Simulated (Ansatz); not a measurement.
## NiMoIrPdW in Ansatz: the effect of functional

The system is NiMoIrPdW.

```
Ni Mo Pd Ir W
1.0
    -1.37004    1.37004    9.71647
     1.37004   -1.37004    9.71647
     1.37004    1.37004   -9.71647
Ni Mo Pd Ir W
1 1 1 1 1
Direct
  0.19862 0.19862 0.00000
  0.60922 0.60922 0.00000
  0.79310 0.79310 0.00000
  0.39944 0.39944 0.00000
  0.99565 0.99565 0.00000
```

The cell was built by a generator and needn't be a form met in nature.

Alike in all runs:

| Property | Result |
| --- | --- |
| Program | Ansatz 0.2.0 |
| Task | band structure |
| Potentials or basis | Ansatz PAW |
| k mesh | 13 × 13 × 13 |
| Occupations | fermi-dirac, width 0.05 eV |
| Spin | collinear spin, ferromagnetic start |
| Starting moments | [1.0, 1.0, 0.0, 0.6, 0.0] μB |

Task: One run gave: pressure -14.7 GPa; largest force 0.26 eV/Å. Which functional did it use?
A. LDA
B. r2SCAN
C. PBEsol

Result: A.

```tsv
functional	cutoff	pressure (GPa)	largest force (eV/Å)
LDA	420 eV (not typed: the program's choice for these potentials)	-14.7	0.26
PBEsol	420 eV (not typed: the program's choice for these potentials)	-9.2	0.16
r2SCAN	500 eV (not typed: the program's choice for these potentials)	-5.5	0.24
```

Caveats: the PAW data sets come from PBE, with cores solved anew for the run's functional, which leaves a small shift of forces and pressure; the starting moments weren't kept; the magnetic or orbital state may not be the lowest (some runs).

Runs at the PBE level aren't shown here.
